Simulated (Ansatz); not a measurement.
From input file to script: CH5GeS, SMILES [CH3][GeH][SH] in Ansatz 0.2.0.

```yaml
crystal:
  periodic: [false, false, false]
  atoms:
    - { symbol: C, position_ang: [-0.6803, 0.5887, -0.5268] }
    - { symbol: Ge, position_ang: [0.9199, -0.3748, -0.343] }
    - { symbol: S, position_ang: [0.9317, -1.332, 1.6452] }
    - { symbol: H, position_ang: [-0.709, 1.4225, 0.2466] }
    - { symbol: H, position_ang: [-1.5915, -0.0614, -0.4574] }
    - { symbol: H, position_ang: [-0.7515, 1.1321, -1.5385] }
    - { symbol: H, position_ang: [2.1577, 0.5926, -0.474] }
    - { symbol: H, position_ang: [-0.1848, -2.0248, 1.3919] }
basis:
  gaussian: { orbitals: cc-pVDZ }
magnetization:
  spin_polarized: true
  initial_magnetization: 1.0
correlation:
  method: ccsd_t
```

Launched from the shell:
```console
$ ansatz run input.yaml --threads 1 --pin off --max-ram 4096MiB --backend cpu --events-out ev --progress --plain --runs-dir out
Engine: ansatz 0.2.0, aarch64-unknown-linux-gnu
Functional definition: HF
  exchange = exact_x
  correlation = 0
870 factors; integrals over basis functions are off by at most 1.1e-3 eV
mean field evaluation 1: about -68397.7387 eV, gradient 1.5e1 eV
mean field evaluation 2: about -68397.7463 eV, gradient 1.5e1 eV
mean field evaluation 4: about -68399.5391 eV, gradient 2.0e0 eV
mean field evaluation 8: about -68399.5946 eV, gradient 2.2e-3 eV
mean field evaluation 16: about -68399.5830 eV, gradient 2.4e-1 eV
mean field -68399.59456254 eV, -2513.6387372629 hartree, gradient 7.0e-6 eV, S^2 0.754843; 0 other end points of the search recorded, 0 dependent functions left out
15 core orbitals not correlated: weight in the atoms' cores, before any rotation towards them, 1.000 or more for the frozen orbitals, at most 0.000 for the correlated occupied ones
reference -68399.59456254 eV, -2513.6387372629 hartree; 15, 14 occupied and 54, 55 virtual orbitals, 870 factors
second order -10.42085324 eV of doubles, -0.00000000 eV of singles
cycle   1  -11.29073969 eV  change   -8.7e-1 eV  update   7.8e-2
cycle   2  -11.64831495 eV  change   -3.6e-1 eV  update   2.6e-2
cycle   3  -11.69547637 eV  change   -4.7e-2 eV  update   1.1e-2
cycle   4  -11.69422247 eV  change    1.3e-3 eV  update   4.3e-3
cycle   5  -11.69378056 eV  change    4.4e-4 eV  update   2.3e-3
cycle   6  -11.69354378 eV  change    2.4e-4 eV  update   9.5e-4
cycle   7  -11.69378851 eV  change   -2.4e-4 eV  update   3.5e-4
cycle   8  -11.69384179 eV  change   -5.3e-5 eV  update   1.2e-4
cycle   9  -11.69382186 eV  change    2.0e-5 eV  update   5.1e-5
cycle  10  -11.69382434 eV  change   -2.5e-6 eV  update   2.0e-5
perturbative tasks: 0 of 31360
perturbative tasks: 1568 of 31360
perturbative tasks: 3136 of 31360
perturbative tasks: 4704 of 31360
perturbative tasks: 6272 of 31360
perturbative tasks: 7840 of 31360
perturbative tasks: 9408 of 31360
perturbative tasks: 10976 of 31360
perturbative tasks: 12544 of 31360
perturbative tasks: 14112 of 31360
perturbative tasks: 15680 of 31360
perturbative tasks: 17248 of 31360
perturbative tasks: 18816 of 31360
perturbative tasks: 20384 of 31360
perturbative tasks: 21952 of 31360
perturbative tasks: 23520 of 31360
perturbative tasks: 25088 of 31360
perturbative tasks: 26656 of 31360
perturbative tasks: 28224 of 31360
perturbative tasks: 29792 of 31360
perturbative correction -0.34674855 eV, -0.0127427743 hartree
Total energy: -68411.63513543 eV, -2514.0812201552 hartree
```

The script, `ch5ges_energy.py`:
```python
"""Single point of CH5GeS in a Gaussian basis."""

import json

import ansatz as az

GEOMETRY = """
C    -0.68030    0.58870   -0.52680
Ge    0.91990   -0.37480   -0.34300
S     0.93170   -1.33200    1.64520
H    -0.70900    1.42250    0.24660
H    -1.59150   -0.06140   -0.45740
H    -0.75150    1.13210   -1.53850
H     2.15770    0.59260   -0.47400
H    -0.18480   -2.02480    1.39190
"""


def main() -> None:
    system = az.Crystal.molecule()
    for line in GEOMETRY.strip().splitlines():
        symbol, *xyz = line.split()
        system = system.atom(symbol, [float(v) for v in xyz])

    job = system.calculation().basis(gaussian="cc-pVDZ").correlation("CCSD(T)").spin("collinear", total=1)
    outcome = job.run(threads=1)
    summary = outcome.report

    for key in ("converged", "free_energy_ev", "reference_energy_ev", "n_frozen", "n_occupied", "n_virtual"):
        print(f"{key:22s} {summary[key]}")

    parts = summary["correlation"]
    for name in ("random_phase", "coupled_cluster", "perturbative"):
        if name in parts:
            print(f"{name:16s} {parts[name]['energy']['hartree']:12.7f} Ha")
    if "second_order" in parts:
        pair = parts["second_order"]
        print(f"MP2 same spin {pair['same_spin']['hartree']:.7f} Ha, opposite spin {pair['opposite_spin']['hartree']:.7f} Ha")
    with open("ch5ges.json", "w") as handle:
        json.dump({k: summary[k] for k in ("free_energy_ev", "reference_energy_ev", "n_occupied", "n_virtual")}, handle, indent=1)


if __name__ == "__main__":
    main()
```

```console
$ python ch5ges_energy.py
converged              True
free_energy_ev         -68411.63513542687
reference_energy_ev    -68399.5945625392
n_frozen               15
n_occupied             [15, 14]
n_virtual              [54, 55]
coupled_cluster    -0.4297401 Ha
perturbative       -0.0127428 Ha
MP2 same spin -0.0899660 Ha, opposite spin -0.2929933 Ha
```

Caveats:
- Total energies depend on the basis set; only differences at equal settings carry meaning.
- The geometry is a force-field or estimated start, not a minimum of this method, and the basis set is short of its limit.
- The species is open-shell (spin multiplicity 2).
- Finished in 20 s on 1 thread of Arm Neoverse V2, on a shared host, peak memory 0.55 GiB.

(Lines on the test bed's own set-up are left out of the output.)
